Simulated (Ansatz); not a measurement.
# CuNi2: the cost of one run

Computed with Ansatz 0.2.0 (DFT PBE, scalar-relativistic, plane waves, PAW, unless a step's input says otherwise).

1 further run of the same task is left out (set aside as unsound or not needed).

## 1. The structure to begin with

Symmetry: P-62m, No. 189, hexagonal system. The conventional cell has a = 4.335 Å, b = 4.335 Å, c = 4.137 Å, α = 90.00°, β = 90.00°, γ = 120.00°. Cu (site symmetry -6) has 3 Cu at 2.50 Å and 9 Ni at 2.50 to 2.53 Å as nearest neighbours. Ni (site symmetry -62m) is surrounded by 6 Cu at 2.50 Å and 6 Ni at 2.51 Å. Ni (site symmetry m2m) is surrounded by 8 Ni at 2.46 to 2.52 Å and 4 Cu at 2.53 Å.

Structure file:

```
CELL_PARAMETERS angstrom
4.33547 0.00000 0.00000
-2.16774 3.75463 0.00000
0.00000 0.00000 4.13708
ATOMIC_POSITIONS crystal
Cu 0.66667 0.33333 0.00000
Cu 0.33333 0.66667 0.00000
Ni 0.00000 0.00000 0.00000
Ni 0.00000 0.32778 0.50000
Ni 0.67222 0.67222 0.50000
Ni 0.32778 0.00000 0.50000
```

The cell was relaxed beforehand at this level, from a generated guess; it is a trial structure. At a tolerance of 0.05 Å it has space group P-62m (No. 189); it has 11.22 Å³/atom, an uncorrected energy of +0.05 eV/atom over the elements.

## 2. Static run: bands, density of states and charges

input.yaml

```yaml
crystal:
  lattice:
    - [4.3354706836, 0.0, 0.0]
    - [-2.1677353418, 3.7546277494, 0.0]
    - [0.0, 0.0, 4.13708313]
  atoms:
    - { symbol: Cu, position: [0.6666666667, 0.3333333333, 0.0] }
    - { symbol: Cu, position: [0.3333333333, 0.6666666667, 0.0] }
    - { symbol: Ni, position: [0.0, 0.0, 0.0], spin: 0.43 }
    - { symbol: Ni, position: [0.0, 0.3277794623, 0.5], spin: 0.53 }
    - { symbol: Ni, position: [0.6722205377, 0.6722205377, 0.5], spin: 0.53 }
    - { symbol: Ni, position: [0.3277794623, 0.0, 0.5], spin: 0.53 }
basis:
  ecutwfc: 420
kpoints:
  mp_grid: { grid: [12, 12, 10] }
  band_path:
    path:
      - [[0.0, 0.0, 0.0], [0.5, 0.0, 0.0], [0.33333333, 0.33333333, 0.0], [0.0, 0.0, 0.0], [0.0, 0.0, 0.5], [0.5, 0.0, 0.5], [0.33333333, 0.33333333, 0.5], [0.0, 0.0, 0.5]]
      - [[0.5, 0.0, 0.5], [0.5, 0.0, 0.0]]
      - [[0.33333333, 0.33333333, 0.5], [0.33333333, 0.33333333, 0.0]]
    npoints: 14
hamiltonian:
  xc: pbe
scf:
  occupations: { method: gaussian, width: 0.1 }
  n_extra_bands: 15
output:
  forces: true
  stress: true
  eigenvalues: true
  populations: true
  dos: { projected: true, de: 0.02, nscf_kmesh: { grid: [15, 15, 12] } }
  bader: true
magnetization:
  spin_polarized: true
checkpoint:
  read: start.run
  write: ck
  compress: false
  write_wavefunctions: false
  write_every: 100000
```

Run with:

```sh
> ansatz run input.yaml --threads 4 --pin off --max-ram 8192MiB --backend cpu --events-out ev --progress --plain --runs-dir out
```

What time and memory should one allow on 4 threads of AMD EPYC (Zen 3), shared host?

About 2.8 min, with a peak of 1.1 GiB.
